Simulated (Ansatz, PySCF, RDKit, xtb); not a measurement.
**CH4BrSn: from the formula to a structure**

Only the formula CH4BrSn is given (odd number of electrons). Aim: find the structure of lowest free energy at 298.15 K, then its properties.

The funnel: GFN2-xTB relaxations, single points with a density functional, relaxations at r2SCAN-D4/def2-SVP, harmonic vibrations, and a last energy at a higher level. All values are calculated.

6 further runs of the same task are left out: 6 set aside as unsound or not needed.

## 1. Possible bonding patterns

All bonding patterns within simple valence rules are listed by program: one Lewis structure each, at most two rings and one unusual centre or charged pair. O–O, O–halogen and N–halogen bonds and N–N–N chains are not drawn. That gives 4 candidates.

| label | SMILES | spin |
| --- | --- | --- |
| c444 | Br[CH2][SnH2] | doublet |
| c527 | Br[CH][SnH3] | doublet |
| c763 | [CH3][SnH][Br] | doublet |
| c839 | [CH2][SnH2][Br] | doublet |

Candidates are built by distance geometry, with a force field where one applies, in up to four conformers (letters a to d). 10 starts with atoms placed at random are added, to find patterns that the rules miss.

Q: Predict the outcome of this search (final energies at CCSD(T)/def2-SVP + MP2/def2-TZVPP - MP2/def2-SVP).

| quantity | value |
| --- | --- |
| lowest structure found | [CH3][SnH][Br], doublet, C1 |
| next finalist | [CH2][SnH2][Br], doublet, 28.6 kcal/mol higher in G |
| share at equilibrium, among the finalists | 100.0 % |
| harmonic wavenumbers, lowest and highest (r2SCAN-D4/def2-SVP) | 76 and 3191 cm⁻¹ |
| rotational constants, same geometry | 0.264, 0.04736, 0.04091 cm⁻¹ |
| dipole moment (PBE0/def2-TZVPD) | 3.00 D |
| HOMO energy (highest over α and β) (PBE0/def2-TZVPD) | -6.37 eV |
| LUMO energy (lowest over α and β) (PBE0/def2-TZVPD) | -3.55 eV |
| lowest excitation (TD-B3LYP/def2-SVPD) | 2.64 eV (f = 0.007) |
| strongest of the states computed, same level | 3.88 eV (f = 0.045) |
| vertical ionisation energy (to the singlet cation) | 8.29 eV |
| vertical electron affinity | 1.83 eV |
| vertical quartet less doublet | +5.33 eV |

`[CH3][SnH][Br]` comes out lowest. Among the finalists first place is clear (28.6 kcal/mol); structures outside the list aren't covered. GFN2-xTB, r2SCAN-D4/def2-SVP, r2SCAN-D4/def2-SVP, relaxed, HF/def2-SVP and MP2/def2-SVP already put its bonding pattern lowest among the structures in one piece; HF/STO-3G favours the doublet [CH2][SnH2][Br]. Spin-orbit coupling, which matters for elements this heavy, is left out. Lowest found is not proven lowest: the search is finite, and each finalist counts with one conformer. Patterns outside the rules of the enumeration were met only by chance.
